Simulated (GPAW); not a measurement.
# HfMoC2 (P4/mmm) in GPAW: equation of state with r2SCAN

Aim: the equation of state of HfMoC2 with r2SCAN.

Everything below comes from runs of GPAW 26.7.0. Logs are shortened: lines on timing, memory, paths and dates and some standing lists are left out, and cuts for length are marked. The log counts tension as positive stress, the text compression.

### 1 The crystal as given

Symmetry: P4/mmm, No. 123, tetragonal system. Conventional cell: a = 3.191 Å, b = 3.191 Å, c = 4.485 Å, α = 90.00°, β = 90.00°, γ = 90.00°. Hf (site symmetry 4/mmm) is surrounded by 6 C at 2.24 to 2.26 Å. Around Mo (site symmetry 4/mmm) lie 6 C at 2.24 to 2.26 Å. C (site symmetry 4/mmm) has 2 Mo at 2.24 Å and 4 Hf at 2.26 Å as nearest neighbours. C (site symmetry 4/mmm) is surrounded by 2 Hf at 2.24 Å and 4 Mo at 2.26 Å.

The cell comes from a database or a generator and needn't be the stable form of this composition.

### 2 Equation of state, r2SCAN

The input, run.py:

```python
from ase import Atoms
from ase.eos import EquationOfState
from ase.io import Trajectory
from ase.units import GPa
from ase.parallel import parprint
from gpaw import GPAW, PW

atoms = Atoms(['Hf', 'Mo', 'C', 'C'],
              cell=[[3.191423, 0.0, 0.0],
                    [0.0, 3.191423, 0.0],
                    [0.0, 0.0, 4.485164]],
              scaled_positions=[[0.0, 0.0, 0.0],
                                [0.5, 0.5, 0.5],
                                [0.5, 0.5, 0.0],
                                [0.0, 0.0, 0.5]],
              pbc=True)

traj = Trajectory('eos.traj', 'w')
volumes, energies = [], []
for x in [0.94, 0.96, 0.98, 1.0, 1.02, 1.04, 1.06]:
    a = atoms.copy()
    a.set_cell(atoms.cell * x**(1 / 3), scale_atoms=True)
    calc = GPAW(mode=PW(800),
                xc='MGGA_X_R2SCAN+MGGA_C_R2SCAN',
                kpts={'size': (7, 7, 5), 'gamma': True},
                occupations={'name': 'fermi-dirac', 'width': 0.05},
                nbands=33,
                convergence={'density': 1e-05, 'energy': 1e-05},
                maxiter=150,
                txt=f'eos-{x:.2f}.txt')
    a.calc = calc
    energies.append(a.get_potential_energy(force_consistent=True))
    volumes.append(a.get_volume())
    p = -a.get_stress()[:3].mean() / GPa
    calc.write(f'eos-{x:.2f}.gpw')
    traj.write(a)
    parprint(f'{x:.2f} {volumes[-1]:10.4f} A^3 {energies[-1]:14.6f} eV {p:9.3f} GPa', flush=True)

v0, e0, B = EquationOfState(volumes, energies, eos='birchmurnaghan').fit()
parprint(f'V0 = {v0:.4f} A^3, E0 = {e0:.6f} eV, B0 = {B / GPa:.2f} GPa')
```

Potentials or basis: GPAW PAW data sets (gpaw-data 1.2.1), pw.

Run with:

```sh
$ OMP_NUM_THREADS=1 mpirun -n 4 gpaw python run.py
```

The program printed:

```text
__  _  _
 | _ |_)|_||  |
 |__||  | ||/\| - 26.7.0

Input parameters:
  mode=PW(ecut=800.0),
  convergence={'density': 1e-05, 'energy': 1e-05},
  kpts=MonkhorstPack(size=(7, 7, 5), gamma=True),
  maxiter=150,
  nbands=33,
  occupations=Occupations(name='fermi-dirac', width=0.05),
  xc=XC(name='MGGA_X_R2SCAN+MGGA_C_R2SCAN')

Diagonalizing LCAO Hamiltonian
Converting LCAO to pw mode
   .-------.
  /|       |
 * |       |
 | |  Mo   |
 | |       |
 C .-------.
 |/   C   /
 Hf------*

Atoms  # Å, Bohr magnetons
|   | symbol |        x |        y |        z |    initial magnetic moments |
|---|--------|----------|----------|----------|-----------------------------|
| 0 |     Hf | 0.000000 | 0.000000 | 0.000000 | ( 0.0000,  0.0000,  0.0000) |
| 1 |     Mo | 1.563137 | 1.563137 | 2.196802 | ( 0.0000,  0.0000,  0.0000) |
| 2 |      C | 1.563137 | 1.563137 | 0.000000 | ( 0.0000,  0.0000,  0.0000) |
| 3 |      C | 0.000000 | 0.000000 | 2.196802 | ( 0.0000,  0.0000,  0.0000) |

Unit cell  # Å
| periodic |        x |        y |        z |  lengths |    angles |
|----------|----------|----------|----------|----------|-----------|
|      yes | 3.126274 | 0.000000 | 0.000000 | 3.126274 | 90.000000 |
|      yes | 0.000000 | 3.126274 | 0.000000 | 3.126274 | 90.000000 |
|      yes | 0.000000 | 0.000000 | 4.393604 | 4.393604 | 90.000000 |

Number of symmetries: 16
Symmetry operations  # r_c * U_cc + t_c -> r_c
|    | kind |            matrix            |
|----|------|------------------------------|
|  0 |  E   |  1, 0, 0,  0, 1, 0,  0, 0, 1 |
|  1 |  σ   |  1, 0, 0,  0, 1, 0,  0, 0,-1 |
|  2 |  σ   |  1, 0, 0,  0,-1, 0,  0, 0, 1 |
|  3 |  C2  |  1, 0, 0,  0,-1, 0,  0, 0,-1 |
|  4 |  σ   |  0, 1, 0,  1, 0, 0,  0, 0, 1 |
|  5 |  C2  |  0, 1, 0,  1, 0, 0,  0, 0,-1 |
|  6 |  C4  |  0, 1, 0, -1, 0, 0,  0, 0, 1 |
|  7 |  S4  |  0, 1, 0, -1, 0, 0,  0, 0,-1 |
|  8 |  C4  |  0,-1, 0,  1, 0, 0,  0, 0, 1 |
|  9 |  S4  |  0,-1, 0,  1, 0, 0,  0, 0,-1 |
| 10 |  σ   |  0,-1, 0, -1, 0, 0,  0, 0, 1 |
| 11 |  C2  |  0,-1, 0, -1, 0, 0,  0, 0,-1 |
| 12 |  σ   | -1, 0, 0,  0, 1, 0,  0, 0, 1 |
| 13 |  C2  | -1, 0, 0,  0, 1, 0,  0, 0,-1 |
| 14 |  C2  | -1, 0, 0,  0,-1, 0,  0, 0, 1 |
| 15 |  i   | -1, 0, 0,  0,-1, 0,  0, 0,-1 |

BZ-sampling:
  Number of BZ points: 245
  Number of IBZ points: 30

  Monkhorst-Pack size: [7, 7, 5]
  Monkhorst-Pack shift: [0, 0, 0]

K-points  # in reciprocal-cell coordinates
|     |                                coordinates |     weight |
|-----|--------------------------------------------|------------|
|   0 | (  0.00000000,   0.00000000,   0.00000000) | 0.00408163 |
|   1 | (  0.00000000,   0.00000000,   0.20000000) | 0.00816327 |
|   2 | (  0.00000000,   0.00000000,   0.40000000) | 0.00816327 |
|   3 | (  0.14285714,   0.00000000,   0.00000000) | 0.01632653 |
|   4 | (  0.14285714,   0.00000000,   0.20000000) | 0.03265306 |
|   5 | (  0.14285714,   0.00000000,   0.40000000) | 0.03265306 |
|   6 | (  0.14285714,   0.14285714,   0.00000000) | 0.01632653 |
|   7 | (  0.14285714,   0.14285714,   0.20000000) | 0.03265306 |
|   8 | (  0.14285714,   0.14285714,   0.40000000) | 0.03265306 |
|   9 | (  0.28571429,   0.00000000,   0.00000000) | 0.01632653 |
| ... |                                            |            |
|  29 | (  0.42857143,   0.42857143,   0.40000000) | 0.03265306 |

Plane wave coefficients: 2222
Cutoff: 800.0 eV

Spin-components: 1 (collinear spins)
Bands:           33
Projectors:      22
Spin-degeneracy: 2
Datatype:        complex128

Parallelization:
  kpt:    4
  domain: 1
  band:   1

Density:
  Valence electrons: 34.0
  Components: 1
  Grid points: [21 21 30]
  Charge: 0.0  # |e|

Potential:
  Grid points: [21 21 30]

species:
  Hf:
    name:    Hafnium
    Z:       72.0
    valence: 12
    core:    60
    charge:  0.0  # [|e|]
    compensation charges:
      type: gauss
      rc: 0.41  # [Å]
      lmax: 2
    cutoffs:
      filter: 2.36  # [Å]
      core: 4.02  # [Å]
    projectors
    | kind |    occ | energy [eV] | rcut [Å] |
    |------|--------|-------------|----------|
    |   5s |  2.000 |     -66.831 |    1.397 |
    |   6s |  2.000 |      -5.097 |    1.397 |
    |   5p |  6.000 |     -35.599 |    1.307 |
    |   6p |  0.000 |      -1.401 |    1.307 |
    |   5d |  2.000 |      -2.699 |    1.334 |
    |    d |        |      24.513 |    1.334 |

    Using partial waves for Hf as LCAO basis

  Mo:
    name:    Molybdenum
    Z:       42.0
    valence: 14
    core:    28
    charge:  0.0  # [|e|]
    compensation charges:
      type: gauss
      rc: 0.38  # [Å]
      lmax: 2
    cutoffs:
      filter: 2.16  # [Å]
      core: 1.42  # [Å]
    projectors
    | kind |    occ | energy [eV] | rcut [Å] |
    |------|--------|-------------|----------|
    |   4s |  2.000 |     -64.307 |    1.238 |
    |   5s |  1.000 |      -4.084 |    1.238 |
    |   4p |  6.000 |     -38.491 |    1.296 |
    |   5p |  0.000 |      -1.044 |    1.296 |
    |   4d |  5.000 |      -3.754 |    1.296 |
    |    d |        |      23.458 |    1.296 |

    Using partial waves for Mo as LCAO basis

  C:
    name:    Carbon
    Z:       6.0
    valence: 4
    core:    2
    charge:  0.0  # [|e|]
    compensation charges:
      type: gauss
      rc: 0.20  # [Å]
      lmax: 2
    cutoffs:
      filter: 1.14  # [Å]
      core: 1.14  # [Å]
    projectors
    | kind |    occ | energy [eV] | rcut [Å] |
    |------|--------|-------------|----------|
    |   2s |  2.000 |     -13.751 |    0.635 |
    |   2p |  2.000 |      -5.284 |    0.635 |
    |    s |        |      13.461 |    0.635 |
    |    p |        |      21.927 |    0.635 |
    |    d |        |       0.000 |    0.635 |

    Using partial waves for C as LCAO basis

Reference energy: -522075.444138  # eV

eigensolver:
  PPCG
  Converge bands: occupied
  niter=2

density mixing:
  MSR1-Mixer
  Pratt-step length: 0.05
  Maximum mixing coefficient: 0.75
  Old densities: 10
  SVD Regularization: 0.005
  Good broyden scale: 1.0
  Trust region scale: 1.0
  Backstep threshold: 4.0
  History deletion threshold: 6.0
  Fourier metric: weight=20.0, sigma=0.015

occupation numbers:
  Fermi-Dirac:
    width: 0.0500  # eV

poisson solver:
  ecut: 6400.0  # eV

xc functional:
  name: MGGA_X_R2SCAN+MGGA_C_R2SCAN with 2 nearest neighbor stencil

convergence criteria:
- Maximum integral of absolute [dens]ity change: 1e-05 electrons / valence electron
- Maximum [total energy] change in last 3 cyles: 1e-05 eV / valence electron
- Maximum integral of absolute [eigenst]ate change: 4e-08 eV^2 / valence electron
maximum number of iterations: 150

SCF iterations
|iter     | |      energy | eigst |  dens |
|---------|-|-------------|-------|-------|
|iter:   1| |  -78.854564 | +0.34 |       |
|iter:   2| |  -69.072713 | -1.30 | -0.79 |
|iter:   3| |  -65.066395 | -0.63 | -0.85 |
|iter:   4| |  -64.766561 | -1.85 | -1.32 |
|iter:   5| |  -64.776609 | -2.96 | -1.68 |
|iter:   6| |  -64.812804 | -2.60 | -1.95 |
|iter:   7| |  -64.805369 | -4.01 | -2.28 |
|iter:   8| |  -64.805038 | -4.32 | -2.79 |
|iter:   9| |  -64.805051c| -5.70 | -3.30 |
|iter:  10| |  -64.805059c| -6.51 | -4.02 |
|iter:  11| |  -64.805060c| -7.53c| -4.45 |
|iter:  12| |  -64.805060c| -8.37c| -5.10c|

Converged in 12 steps
Energy contributions relative to reference atoms: (reference = -522075.444138)

Energy contributions:
  Kinetic:          39.693721
  Coulomb:         -41.441837
  Zero:             -0.719968
  External:          0.000000
  Xc:              -62.330788
  Entropy:          -0.012376
  Spinorbit:         0.000000
  ----------------------------
  Free energy:     -64.811248
  Extrapolated:    -64.805060

dipole moment: (-17.474533, -17.474533, -24.552184)  # |e|*Ang

Fermi level: 13.710
Eigenvalues  # (at kpt = [0.000, 0.000, 0.000])
| band index |      eig [eV] | occ [0-2] |
|------------|---------------|-----------|
|          0 |       -50.344 |     2.000 |
|        ... |               |           |
|         10 |         9.393 |     2.000 |
|         11 |         9.768 |     2.000 |
|         12 |        12.266 |     2.000 |
|         13 |        12.266 |     2.000 |
|         14 |        12.367 |     2.000 |
|         15 |        12.367 |     2.000 |
[... 8 lines left out ...]
|         24 |        18.901 |     0.000 |
|         25 |        22.281 |     0.000 |
|        ... |               |           |
|         32 |        42.835 |     0.000 |

No gap
No difference between direct/indirect transitions

Stress tensor  # eV/Ang^3
|         x |         y |         z |
|-----------|-----------|-----------|
| -0.112206 |  0.000000 |  0.000000 |
|  0.000000 | -0.112206 |  0.000000 |
|  0.000000 |  0.000000 | -0.110061 |

# Writing to eos-0.94.gpw (mode='')
```

Wall time 4.7 min (4 MPI ranks of Arm Neoverse V2, shared host); peak memory 0.78 GiB.

What came out:

* Equilibrium volume: 11.36 Å³/atom (rough: see the caveat)
* Bulk modulus at fixed shape and positions: 286 GPa (rough)

Energy against volume, from the lowest point:
| volume (Å³/atom) | energy (meV/atom) |
| --- | --- |
| 10.735 | 33.14 |
| 10.964 | 12.60 |
| 11.192 | 1.86 |
| 11.421 | 0.00 |
| 11.649 | 6.14 |
| 11.877 | 19.42 |
| 12.106 | 39.28 |

Caveat: the points scatter about the fit; the cell was scaled at fixed shape and fractional positions, which overstates the stiffness of a crystal with free parameters, most of all of layers and chains; the PAW data sets were made with another functional, which shifts forces and pressure a little.
